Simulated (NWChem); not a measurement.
**U-revPBE0/6-31G(d,p)/LANL2DZ (core potential, spherical functions) run of C3H4In (SMILES C#[C][In][CH3])**

Aim: the vertical electron affinity of C3H4In at U-revPBE0/6-31G**/LANL2DZ (core potential, spherical functions), from 2 runs. 

Program for the calculation: NWChem 7.3.0.

1 further run of the same task is left out (set aside as unsound or not needed).

## Step 1: Starting point

The species is C3H4In (8 atoms), meant as a doublet with charge 0. As SMILES, `C#[C][In][CH3]`. Geometry: relaxed at PBE0-D4/def2-TZVP.

Bond lengths: C1–C2 1.213 Å, C2–In3 2.132 Å, In3–C4 2.188 Å, C1–H5 1.067 Å, C4–H6 1.092 Å, C4–H7 1.092 Å, C4–H8 1.087 Å. Angles: C1–C2–In3 174.2°, C2–In3–C4 116.6°, C2–C1–H5 179.0°, In3–C4–H6 107.4°, In3–C4–H7 107.4°, In3–C4–H8 111.5°, H6–C4–H7 109.5°, H6–C4–H8 110.4°, H7–C4–H8 110.5°.

## Step 2: Energy and gradient at U-revPBE0/6-31G(d,p)/LANL2DZ (core potential, spherical functions)

mol.xyz

```xyz
8
C3H4In revPBE0
C      2.840700     0.138900     0.555900
C      1.689500    -0.242000     0.527100
In    -0.269600    -1.081300     0.595900
C     -1.848400     0.028800    -0.434500
H      3.848600     0.487900     0.571200
H     -1.904200     1.018000     0.023800
H     -1.549300     0.128300    -1.479600
H     -2.807300    -0.478600    -0.359800
```

mol.nw

```
start mol
title "C3H4In revPBE0"
memory 2200 mb
charge 0
geometry units angstroms noautoz
  load mol.xyz
end
basis "ao basis" spherical bse
  C library 6-31G**
  In library LANL2DZ
  H library 6-31G**
end
ecp bse
  In library LANL2DZ
end
dft
  xc revpbe 0.75 cpbe96 1.0 hfexch 0.25
  mult 2
  grid coarse
  convergence energy 1e-08
  direct
  maxiter 150
  mulliken
end
task dft gradient
```

Launch:

```bash
$ nwchem mol.nw > mol.out
```

What it wrote:

```text
[...]
          Wavefunction type:  spin polarized.
          No. of atoms     :     8
          No. of electrons :    25
[...]
          Charge           :     0
          Spin multiplicity:     2
[...]
          AO basis - number of functions:    70
[...]
              XC Information
              --------------
                     Hartree-Fock (Exact) Exchange  0.250
                        RevPBE Exchange Functional  0.750
            Perdew 1991 LDA Correlation Functional  1.000 local
           PerdewBurkeErnz. Correlation Functional  1.000 non-local
[...]
 d= 0,ls=0.0,diis     1   -118.4014300994 -1.76D+02  7.70D-03  7.39D-02     0.5
[...]
 d= 0,ls=0.0,diis    12   -118.4483814653 -9.95D-09  1.13D-06  2.05D-09     5.0
[...]
         Total DFT energy =     -118.448381465347
      One electron energy =     -272.541291654008
           Coulomb energy =      114.747825889863
    Exchange-Corr. energy =      -18.298388473224
 Nuclear repulsion energy =       57.643472772023
[...]
      Total Density - Mulliken Population Analysis
     ---------------------------------------------
    Atom       Charge   Shell Charges
 -----------   ------   -------------------------------------------------------
    1 C    6     6.20   2.00  0.69  1.95  0.54  1.00  0.02
    2 C    6     6.38   2.00  0.68  1.88  0.61  1.19  0.02
    3 In   3     2.35   0.31  0.98  0.82  0.24
    4 C    6     6.73   2.00  0.64  2.04  0.75  1.29  0.02
    5 H    1     0.83   0.52  0.30  0.01
    6 H    1     0.84   0.52  0.31  0.01
    7 H    1     0.84   0.52  0.31  0.01
    8 H    1     0.84   0.52  0.31  0.01
[...]
      <S2> =      0.7536 (Exact =     0.7500)
[...]
  wavefunction    = open shell
                         DFT ENERGY GRADIENTS
    atom               coordinates                        gradient
                 x          y          z           x          y          z
   1 C       0.854999  -5.543332   0.000402   -0.003736   0.019772   0.000009
   2 C       0.452322  -3.286894  -0.000759    0.004515  -0.022517  -0.000006
   3 In     -0.655763   0.587457  -0.000012    0.000278   0.001670   0.000016
   4 C       2.388514   3.384926  -0.000185    0.003028   0.003355  -0.000014
   5 H       1.242229  -7.521604   0.000642   -0.000234   0.001290  -0.000008
   6 H       3.514430   3.071195   1.699642   -0.001921  -0.000808  -0.000944
   7 H       3.549729   3.034017  -1.668630   -0.001922  -0.000799   0.000914
   8 H       1.651000   5.302783  -0.027828   -0.000007  -0.001963   0.000034
[...]
```

Run time: 6.6 s. Hardware: 1 thread of Intel Xeon 6975P-C (Granite Rapids), shared host; peak memory 0.11 GiB.

## Step 3: The singlet anion

run.py

```python
from ase import Atoms
from ase.calculators.nwchem import NWChem

molecule = Atoms(['C', 'C', 'In', 'C', 'H', 'H', 'H', 'H'], positions=[
    [2.840700, 0.138900, 0.555900],
    [1.689500, -0.242000, 0.527100],
    [-0.269600, -1.081300, 0.595900],
    [-1.848400, 0.028800, -0.434500],
    [3.848600, 0.487900, 0.571200],
    [-1.904200, 1.018000, 0.023800],
    [-1.549300, 0.128300, -1.479600],
    [-2.807300, -0.478600, -0.359800],
])

calc = NWChem(
    label='c3h4in',
    theory='dft',
    memory='2200 mb',
    basis={'C': '6-31G**', 'In': 'LANL2DZ', 'H': '6-31G**'},
    basispar='spherical bse',
    charge=-1,
    dft={'xc': 'revpbe 0.75 cpbe96 1.0 hfexch 0.25', 'mult': '1', 'grid': 'coarse', 'convergence': 'energy 1e-08', 'direct': None, 'iterations': '150', 'mulliken': None, 'print': 'low'},
    **{'ecp bse': {'In library': 'LANL2DZ'}},
)
molecule.calc = calc

forces = molecule.get_forces()
e = molecule.get_potential_energy()
print(f"E = {e:.6f} eV")
print("forces (eV/A):")
for s, f in zip(molecule.symbols, forces):
    print(f"{s:2s} {f[0]:10.5f} {f[1]:10.5f} {f[2]:10.5f}")
```

Launch:

```bash
$ export ASE_NWCHEM_COMMAND="nwchem PREFIX.nwi > PREFIX.nwo"
$ python run.py
```

What it wrote:

```text
E = -3223.675058 eV
forces (eV/A):
C     1.78661    0.55896    0.06299
C    -0.90457    0.71379   -0.63815
In   -0.80481   -2.41550    1.28781
C     0.48969    0.68633   -0.31218
H     0.10048   -0.07878    0.07107
H    -0.30637    0.37014   -0.20420
H    -0.28771    0.30236   -0.33090
H    -0.07338   -0.13740    0.06356
```

The calculator wrote c3h4in.nwi:

```
title "c3h4in"

permanent_dir c3h4in

scratch_dir c3h4in

start c3h4in

geometry units angstrom nocenter noautosym noautoz
  C  2.8407000000000000e+00 1.3890000000000000e-01 5.5589999999999995e-01
  C  1.6895000000000000e+00 -2.4199999999999999e-01 5.2710000000000001e-01
  In -2.6960000000000001e-01 -1.0812999999999999e+00 5.9589999999999999e-01
  C  -1.8484000000000000e+00 2.8799999999999999e-02 -4.3450000000000000e-01
  H  3.8485999999999998e+00 4.8790000000000000e-01 5.7120000000000004e-01
  H  -1.9041999999999999e+00 1.0180000000000000e+00 2.3800000000000002e-02
  H  -1.5492999999999999e+00 1.2830000000000000e-01 -1.4796000000000000e+00
  H  -2.8073000000000001e+00 -4.7860000000000003e-01 -3.5980000000000001e-01
end

charge -1

memory 2200 mb

basis spherical bse noprint
   C library 6-31G**
  In library LANL2DZ
   H library 6-31G**
end

dft
  xc revpbe 0.75 cpbe96 1.0 hfexch 0.25
  mult 1
  grid coarse
  convergence energy 1e-08
  direct
  iterations 150
  mulliken
  print low
end
ecp bse
  In library LANL2DZ
end

task dft gradient
```

c3h4in.nwo (excerpt; [...] marks lines left out):

```text
[...]
         Total DFT energy =     -118.467874272144
      One electron energy =     -277.100632264499
           Coulomb energy =      119.529851438716
    Exchange-Corr. energy =      -18.540566218384
 Nuclear repulsion energy =       57.643472772023
[...]
      Total Density - Mulliken Population Analysis
     ---------------------------------------------
    Atom       Charge   Shell Charges
 -----------   ------   -------------------------------------------------------
    1 C    6     6.31   2.00  0.68  1.98  0.54  1.11  0.02
    2 C    6     6.32   2.00  0.69  1.84  0.70  1.05  0.02
    3 In   3     2.99   0.35  1.28  0.75  0.61
[... 4 lines of this table left out ...]
    8 H    1     0.90   0.52  0.37  0.01
[...]
                         DFT ENERGY GRADIENTS
    atom               coordinates                        gradient
                 x          y          z           x          y          z
   1 C       5.368145   0.262483   1.050499   -0.034744  -0.010870  -0.001225
   2 C       3.192692  -0.457314   0.996075    0.017591  -0.013881   0.012410
   3 In     -0.509470  -2.043361   1.126088    0.015651   0.046974  -0.025044
[... 4 lines of this table left out ...]
   8 H      -5.305028  -0.904423  -0.679923    0.001427   0.002672  -0.001236
 Task  times  cpu:        3.8s     wall:        3.8s
 Total times  cpu:        3.8s     wall:        3.8s
```

Wall time 4.8 s (1 thread of Intel Xeon 6975P-C (Granite Rapids), shared host); peak memory 0.11 GiB.

## Step 4: Summary of results

At U-revPBE0/6-31G**/LANL2DZ (core potential, spherical functions):

```
                                          quantity          value
                      doublet C3H4In: total energy  -118.44838 Eh
                     doublet C3H4In: dipole moment         0.82 D
doublet C3H4In: HOMO energy (highest over α and β)       -5.33 eV
 doublet C3H4In: LUMO energy (lowest over α and β)       -2.24 eV
                              doublet C3H4In: ⟨S²⟩          0.754
          doublet C3H4In: largest force on an atom     1.181 eV/Å
                       singlet anion: total energy  -118.46787 Eh
           singlet anion: largest force on an atom     2.853 eV/Å
 vertical electron affinity (to the singlet anion)       0.530 eV
```

In words: At fixed nuclei the extra electron is bound by 0.53 eV (12.2 kcal/mol). The basis has no diffuse functions, so the error can be as large as this value. The largest force (doublet C3H4In) is 1.18 eV/Å: the shape isn't a stationary point for this species at this level. Mulliken charges (doublet C3H4In) run from -0.73 on C4 to +0.65 on In3; they depend strongly on the basis. Mulliken charges (singlet anion) run from -0.73 on C4 to +0.10 on H8; they depend strongly on the basis.
